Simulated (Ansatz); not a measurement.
# C₂H₆O₂Se: one species, many methods

An exercise on one series of results from a longer session: the logs are not shown, and one member is left open.

Method: functionals in def2-TZVPP, the program's frozen cores in correlated methods; program: Ansatz 0.2.0, Gaussian basis.

Levels to be run: LDA (SPW92), PBE-D4, revPBE-D4, BLYP-D4, r2SCAN-D4, B97M-V, PBE0-D4, B3LYP-D4, r2SCANh-D4, r2SCAN0-D4, HSE06-D4, BHLYP-D4, CAM-B3LYP-D4, LC-ωPBE, ωB97X-V, ωB97M-V, B2PLYP, PBE-QIDH; CCSD(T)/def2-SVP; CCSD(T)/def2-TZVPP; MP2/def2-QZVPP; extrapolation to the limit; RPA on PBE.

### Structure used throughout

The geometry comes from an earlier relaxation with PBE0-D4 in a triple-zeta def2 set; it is a stationary point, not always the lowest conformer.

11 atoms, charge 0, spin multiplicity 1.

Atoms are counted from 1 here; the program's logs count them from 0.

Bond lengths: C1–O2 1.417 Å, C1–H6 1.092 Å, C1–H7 1.097 Å, C1–H8 1.089 Å, O2–C3 1.369 Å, C3–O4 1.393 Å, C3–Se5 1.974 Å, C3–H9 1.103 Å, O4–H10 0.962 Å, Se5–H11 1.468 Å. Angles: O2–C1–H6 111.4°, O2–C1–H7 110.7°, O2–C1–H8 106.5°, H6–C1–H7 109.3°, H6–C1–H8 109.8°, H7–C1–H8 109.2°, C1–O2–C3 113.2°, O2–C3–O4 108.9°, O2–C3–Se5 109.2°, O2–C3–H9 111.1°, O4–C3–Se5 112.5°, O4–C3–H9 110.9°, Se5–C3–H9 104.2°, C3–O4–H10 108.4°, C3–Se5–H11 92.6°.

Coordinates:

| atom | x (Å) | y (Å) | z (Å) |
| --- | --- | --- | --- |
| C1 | -1.3420 | 0.5105 | 0.8233 |
| O2 | -0.5209 | -0.5566 | 0.3834 |
| C3 | 0.6976 | -0.1426 | -0.0842 |
| O4 | 0.5065 | 0.5877 | -1.2549 |
| Se5 | 1.8578 | -1.7163 | -0.3562 |
| H6 | -1.6284 | 1.1609 | -0.0065 |
| H7 | -0.8280 | 1.1057 | 1.5887 |
| H8 | -2.2307 | 0.0576 | 1.2597 |
| H9 | 1.2298 | 0.4582 | 0.6729 |
| H10 | 1.3676 | 0.7684 | -1.6434 |
| H11 | 0.9560 | -2.2908 | -1.3621 |

The first run:

The input, in.yaml:

```yaml
crystal:
  periodic: [false, false, false]
  atoms:
    - {symbol: C, position_ang: [-1.342045, 0.510547, 0.823260]}
    - {symbol: O, position_ang: [-0.520890, -0.556585, 0.383438]}
    - {symbol: C, position_ang: [0.697626, -0.142568, -0.084228]}
    - {symbol: O, position_ang: [0.506537, 0.587696, -1.254948]}
    - {symbol: Se, position_ang: [1.857840, -1.716252, -0.356228]}
    - {symbol: H, position_ang: [-1.628438, 1.160904, -0.006459]}
    - {symbol: H, position_ang: [-0.827954, 1.105659, 1.588712]}
    - {symbol: H, position_ang: [-2.230704, 0.057594, 1.259714]}
    - {symbol: H, position_ang: [1.229811, 0.458234, 0.672933]}
    - {symbol: H, position_ang: [1.367566, 0.768418, -1.643373]}
    - {symbol: H, position_ang: [0.955951, -2.290849, -1.362121]}
basis:
  gaussian: {orbitals: def2-TZVPP}
hamiltonian: {xc: lda}
output: {orbitals: {seedname: orbitals}}
```

Among the steps run: LDA; PBE-D4 (GGA); revPBE-D4 (GGA); BLYP-D4 (GGA); r2SCAN-D4 (meta-GGA); B97M-V (meta-GGA); PBE0-D4 (hybrid); B3LYP-D4 (hybrid); r2SCANh-D4 (hybrid); r2SCAN0-D4 (hybrid); HSE06-D4 (hybrid); BHLYP-D4 (hybrid); CAM-B3LYP-D4 (range-separated); LC-ωPBE (range-separated); ωB97X-V (range-separated); ωB97M-V (range-separated); B2PLYP (double hybrid); PBE-QIDH (double hybrid).

One table of the session follows, with a row left open; its other results are not shown here.

It belongs to the step «Frontier levels by functional». 

```
  functional  HOMO (eV)  gap (eV)
 LDA (SPW92)      -5.76      4.63
      PBE-D4      -5.60      4.66
   revPBE-D4      -5.54      4.68
     BLYP-D4      -5.44      4.57
   r2SCAN-D4      -5.87      5.19
      B97M-V      -5.96      5.25
     PBE0-D4      -6.80      6.77
    B3LYP-D4      -6.56      6.25
  r2SCANh-D4      -6.31      5.96
  r2SCAN0-D4      -6.97      7.11
    HSE06-D4      -6.40      5.99
    BHLYP-D4      -7.84      8.70
CAM-B3LYP-D4      -8.13      9.11
     LC-ωPBE          ?         ?
     ωB97X-V      -9.15     11.22
     ωB97M-V      -9.02     10.86
```

Estimate the missing values for LC-ωPBE.

**Answer.** HOMO (eV): -9.51; gap (eV): 11.74. In the column «HOMO (eV)» it is the lowest.
